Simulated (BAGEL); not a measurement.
**SiH2O2F (SMILES O[Si](O)F) at UHF/STO-3G (density fitting with qzvpp-jkfit)**

Aim: the vertical electron affinity of SiH2O2F at UHF/STO-3G (density fitting with qzvpp-jkfit), from 2 runs. 

The results are computed with BAGEL 1.2.2.

3 further runs of the same task are left out: 2 that didn't finish, 1 set aside as unsound or not needed.

### Step 1. The molecule

The species is SiH2O2F (6 atoms), meant as a doublet with charge 0. SMILES: `O[Si](O)F`. Geometry: relaxed at PBE0-D4/def2-TZVP. This is one conformer, not always the lowest.

Bond lengths: O1–Si2 1.630 Å, Si2–O3 1.639 Å, Si2–F4 1.594 Å, O1–H5 0.959 Å, O3–H6 0.959 Å. Angles: O1–Si2–O3 107.8°, O1–Si2–F4 105.4°, O3–Si2–F4 111.3°, Si2–O1–H5 117.1°, Si2–O3–H6 117.8°.

### Step 2. The energy at UHF/STO-3G (density fitting with qzvpp-jkfit)

input.json reads:

```json
{ "bagel" : [

{
  "title" : "molecule",
  "basis" : "sto-3g",
  "df_basis" : "qzvpp-jkfit",
  "angstrom" : true,
  "geometry" : [
    { "atom" : "O", "xyz" : [   -0.887300,    1.032000,   -0.626300 ] },
    { "atom" : "Si", "xyz" : [    0.382900,    0.026200,   -0.446500 ] },
    { "atom" : "O", "xyz" : [    0.346300,   -0.560700,    1.083400 ] },
    { "atom" : "F", "xyz" : [    0.159400,   -1.133900,   -1.516300 ] },
    { "atom" : "H", "xyz" : [   -1.051600,    1.658800,    0.081100 ] },
    { "atom" : "H", "xyz" : [    1.092300,   -1.086600,    1.378500 ] }
  ]
},
{
  "title" : "uhf",
  "nopen" : 1
},
{
  "title" : "print",
  "file" : "orbitals.molden",
  "orbitals" : true
}

]}
```

Started as:

```
$ BAGEL_NUM_THREADS=1 BAGEL input.json > input.out
```

Output:

```text
* using 1 threads per process

  ===============================================================
  ===============================================================

  *** Geometry ***

  { "atom" : "O", "xyz" : [     -1.676754,      1.950197,     -1.183535 ] },
  { "atom" : "Si", "xyz" : [      0.723576,      0.049511,     -0.843763 ] },
  { "atom" : "O", "xyz" : [      0.654412,     -1.059569,      2.047329 ] },
  { "atom" : "F", "xyz" : [      0.301222,     -2.142760,     -2.865392 ] },
  { "atom" : "H", "xyz" : [     -1.987236,      3.134678,      0.153257 ] },
  { "atom" : "H", "xyz" : [      2.064148,     -2.053376,      2.604987 ] },

  Number of auxiliary basis functions:      395

  Since a DF basis is specified, we compute 2- and 3-index integrals:
    o Being stored without compression. Storage requirement is 0.002 GB

  Number of basis functions:       26
  Number of electrons      :       41

    * METHOD: MOLECULE                             0.07

  *** Open-shell HF ***

  === Nuclear Repulsion ===
   177.5318123184

      * DIIS with orbital gradients will be used.

  === UHF iteration (sto-3g) ===
      0       -532.36776106          0.04097309           0.01
      1       -532.47650892          0.00863050           0.01
      2       -532.48250729          0.00225547           0.01
      3       -532.48314067          0.00076207           0.01
      4       -532.48331827          0.00019922           0.01
      5       -532.48333513          0.00007007           0.01
      6       -532.48333870          0.00002816           0.01
      7       -532.48333938          0.00001298           0.01
      8       -532.48333955          0.00000215           0.01
      9       -532.48333955          0.00000092           0.01
     10       -532.48333956          0.00000045           0.01
     11       -532.48333956          0.00000020           0.01
     12       -532.48333956          0.00000006           0.01
     13       -532.48333956          0.00000003           0.01
     14       -532.48333956          0.00000001           0.01
     15       -532.48333956          0.00000001           0.01
    * SCF iteration converged.

    * S^2 (UHF) is 0.7581

    * Permanent dipole moment:
           (   -0.892029,    -0.320624,    -0.447799) a.u.

    * METHOD: UHF                                  0.27

    * METHOD: PRINT                                0.00

  ===============================================================
```

Wall time 0.48 s (1 thread of Intel Xeon 6975P-C (Granite Rapids), shared host); peak memory 0.079 GiB.

### Step 3. The singlet anion

job.json reads:

```json
{ "bagel": [

{
  "title": "molecule",
  "basis": "sto-3g",
  "df_basis": "qzvpp-jkfit",
  "angstrom": true,
  "geometry": [
    { "atom": "O", "xyz": [      -0.887300,       1.032000,      -0.626300 ] },
    { "atom": "Si", "xyz": [       0.382900,       0.026200,      -0.446500 ] },
    { "atom": "O", "xyz": [       0.346300,      -0.560700,       1.083400 ] },
    { "atom": "F", "xyz": [       0.159400,      -1.133900,      -1.516300 ] },
    { "atom": "H", "xyz": [      -1.051600,       1.658800,       0.081100 ] },
    { "atom": "H", "xyz": [       1.092300,      -1.086600,       1.378500 ] }
  ]
},

{
  "title": "hf",
  "charge": -1
},

{
  "title": "print",
  "file": "orbitals.molden",
  "orbitals": true
}

]}
```

Started as:

```
$ BAGEL_NUM_THREADS=1 BAGEL job.json > job.out
```

Output:

```text
* using 1 threads per process

  ===============================================================
  ===============================================================

  *** Geometry ***

  { "atom" : "O", "xyz" : [     -1.676754,      1.950197,     -1.183535 ] },
  { "atom" : "Si", "xyz" : [      0.723576,      0.049511,     -0.843763 ] },
  { "atom" : "O", "xyz" : [      0.654412,     -1.059569,      2.047329 ] },
  { "atom" : "F", "xyz" : [      0.301222,     -2.142760,     -2.865392 ] },
  { "atom" : "H", "xyz" : [     -1.987236,      3.134678,      0.153257 ] },
  { "atom" : "H", "xyz" : [      2.064148,     -2.053376,      2.604987 ] },

  Number of auxiliary basis functions:      395

  Since a DF basis is specified, we compute 2- and 3-index integrals:
    o Being stored without compression. Storage requirement is 0.002 GB

  Number of basis functions:       26
  Number of electrons      :       41

    * METHOD: MOLECULE                             0.07

  *** RHF ***

  === Nuclear Repulsion ===
   177.5318123184

      * DIIS with orbital gradients will be used.

  === RHF iteration (sto-3g) ===
      0       -532.14928417          0.02185788           0.01
      1       -532.26771626          0.00381128           0.01
      2       -532.27244778          0.00104563           0.01
      3       -532.27307007          0.00021399           0.01
      4       -532.27311022          0.00006721           0.01
      5       -532.27311529          0.00001255           0.01
      6       -532.27311544          0.00000334           0.01
      7       -532.27311544          0.00000059           0.01
      8       -532.27311544          0.00000014           0.01
      9       -532.27311544          0.00000003           0.01
     10       -532.27311544          0.00000001           0.01
    * SCF iteration converged.

    * Permanent dipole moment:
           (    0.137686,     0.253595,    -0.442269) a.u.

    * METHOD: HF                                   0.13

    * METHOD: PRINT                                0.00

  ===============================================================
```

It took 0.34 s on 1 thread of Intel Xeon 6975P-C (Granite Rapids), shared host; peak memory 0.079 GiB.

### Step 4. Outcome

At UHF/STO-3G (density fitting with qzvpp-jkfit):

```
                                                            quantity          value
                                       doublet SiH2O2F: total energy  -532.48334 Eh
                                      doublet SiH2O2F: dipole moment         2.66 D
                                               doublet SiH2O2F: ⟨S²⟩          0.758
                                         singlet anion: total energy  -532.27312 Eh
                                          singlet anion: HOMO energy        5.26 eV
                                          singlet anion: LUMO energy       21.98 eV
singlet anion: HOMO–LUMO gap (to an unbound level, set by the basis)       16.72 eV
                   vertical electron affinity (to the singlet anion)      -5.720 eV
```

In words: The anion lies 5.72 eV (552 kJ/mol) above the neutral: the electron isn't bound at this level, and such a value depends on the basis. Without diffuse functions anions come out too high. Hartree–Fock misses the correlation that binds many anions. In a minimal basis such a difference can be off by several eV, whatever the method. The HOMO (singlet anion) lies at positive energy, 5.26 eV: the electron is unbound at this level or held by a compact basis; values depend on the basis.
